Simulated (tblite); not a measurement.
# H10O5P2SSi3: the cost of one run

Programs: tblite 0.8.0 and PySCF 2.14.0. All values are calculated, for the isolated system unless a continuum is named. Atoms count from 0, parts from 1.

### 1 Starting point

21 atoms, charge 0, multiplicity 1; geometry: distance geometry start.

### 2 Relaxing the cluster with GFN2-xTB

What the job is given:

```
{"job": {"kind": "relax", "xc": "GFN2-xTB", "basis": "xTB"}, "charge": 0, "multiplicity": 1}
Si    -0.128707     0.410052    -0.347547
S      0.349157     1.818184     1.145460
Si    -1.645151     2.259734     1.815656
P     -0.853934     1.510520    -2.095000
Si    -1.160914    -0.223975    -3.422118
O      1.243556    -0.351115    -0.810969
P      1.702351    -1.495740     0.171378
O      0.666841    -2.458868     0.660940
O      2.585939    -0.798389     1.336476
O      2.868782    -2.249892    -0.614012
O     -1.317091    -0.626631     0.140603
H     -1.546305     3.322395     2.812852
H     -2.221698     1.052380     2.459762
H     -2.470705     2.742723     0.695196
H      0.405434     1.959701    -2.603294
H      0.036546    -1.087742    -3.419608
H     -2.333275    -0.993119    -2.949980
H     -1.396434     0.256508    -4.771339
H      3.368567    -0.308154     0.974110
H      2.842345    -3.205338    -0.389729
H     -0.988763    -1.454296     0.567532
```

Level: GFN2-xTB geometry optimisation, gas phase.

Command:

```console
$ OMP_NUM_THREADS=1 python cluster_run.py task.json out
```

This one command runs all jobs of the session in turn.

**Question.** How long does this first job take on 1 thread of Arm Neoverse V2, shared host?

About 19 s.
